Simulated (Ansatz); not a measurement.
**SiH3Br (triplet): the correlation ladder, cc-pVDZ**

The task here is to estimate one member of a computed series from the others.

Method: cc-pVDZ, core rule «outside noble gas», up to 19 orbitals frozen; program: Ansatz 0.2.0, Gaussian basis.

The runs, in order: UHF; CCSD(T) on ROHF; CCSD(T) on UHF; BCCD(T) on ROHF; CISD; CCSDT(Q) on ROHF; CCSDT(Q) on UHF; CASSCF and MRCISD+Q, 14 electrons in 11 orbitals; CASSCF and NEVPT2, 14 electrons in 11 orbitals.

15 further runs of the same task are left out: 1 for a known fault of the program, 6 that didn't finish, 8 set aside as unsound or not needed.

### The geometry

The geometry is a PBE0/def2-TZVP stationary point (not a proven minimum) of the parent state, kept for this charge and spin. No spin-orbit coupling is included. The filled d shell of Br may be among the frozen orbitals whatever the setting's name suggests; the logs give the count.

5 atoms, charge 0, spin multiplicity 3.

Atoms are counted from 1 here; the program's logs count them from 0.

Bond lengths: Si1–Br2 2.220 Å, Si1–H3 1.481 Å, Si1–H4 1.481 Å, Si1–H5 1.481 Å. Angles: Br2–Si1–H3 108.4°, Br2–Si1–H4 108.4°, Br2–Si1–H5 108.4°, H3–Si1–H4 110.5°, H3–Si1–H5 110.5°, H4–Si1–H5 110.5°.

Set-up of the first run:

in.yaml reads:

```yaml
crystal:
  periodic: [false, false, false]
  atoms:
    - {symbol: Si, position_ang: [-1.584866, -0.010911, 0.003926]}
    - {symbol: Br, position_ang: [0.634735, 0.004370, -0.001572]}
    - {symbol: H, position_ang: [-2.062066, 1.390643, 0.006932]}
    - {symbol: H, position_ang: [-2.044541, -0.718097, 1.220754]}
    - {symbol: H, position_ang: [-2.050590, -0.714937, -1.212434]}
basis:
  gaussian: {orbitals: cc-pVDZ}
magnetization: {spin_polarized: true, initial_magnetization: 2}
hamiltonian: {xc: hf}
output: {orbitals: {seedname: orbitals}}
```

The run is started by

```sh
ansatz run in.yaml --threads 1 --pin off --events-out ev --progress --plain --max-ram 2393MiB
```

Among the steps run: UHF; CCSD(T) on ROHF; CCSD(T) on UHF; BCCD(T) on ROHF; CISD; CCSDT(Q) on ROHF; CCSDT(Q) on UHF; CASSCF and MRCISD+Q, 14 electrons in 11 orbitals; CASSCF and NEVPT2, 14 electrons in 11 orbitals.

One of the session's tables, all rows but one given; the rest of the session is left out.

```
          method  from UCCSDT(Q) (meV)
            ROHF               +7213.8
             UHF               +7064.7
            RMP2               +1258.5
            UMP2               +1295.1
            CISD                +848.2
           RCCSD                +214.2
           UCCSD                +209.4
        RCCSD(T)                 +48.9
        UCCSD(T)                 +47.5
         BCCD(T)                 +46.8
          RCCSDT                 +14.1
          UCCSDT                 +11.7
       RCCSDT(Q)                  +3.1
       UCCSDT(Q)                     0
  CASSCF valence               +5907.2
  NEVPT2 valence               +1506.9
  MRCISD valence                +585.5
MRCISD+Q valence                     ?
```

Q: Estimate the row for MRCISD+Q valence from the others.

The run gave: from UCCSDT(Q) (meV): +86.7. In the column «from UCCSDT(Q) (meV)» it lies between RCCSD(T) (+48.9) and UCCSD (+209.4).

Among the levels timed on like hardware and quicker than the yardstick, those that no quicker one beats, quickest first: CISD (21 s, +848.2 meV); MRCISD+Q valence (36 s, +86.7 meV); UCCSD(T) (38 s, +47.5 meV); BCCD(T) (42 s, +46.8 meV).

Limits of these values: Of the multireference levels listed MRCISD+Q valence comes nearest in total energy (+86.7 meV), which doesn't show that its space is the better one. Restricted and unrestricted rows rest on different reference determinants; where their highest levels disagree by more than a few hundredths of an eV, they describe different states and don't form one ladder.
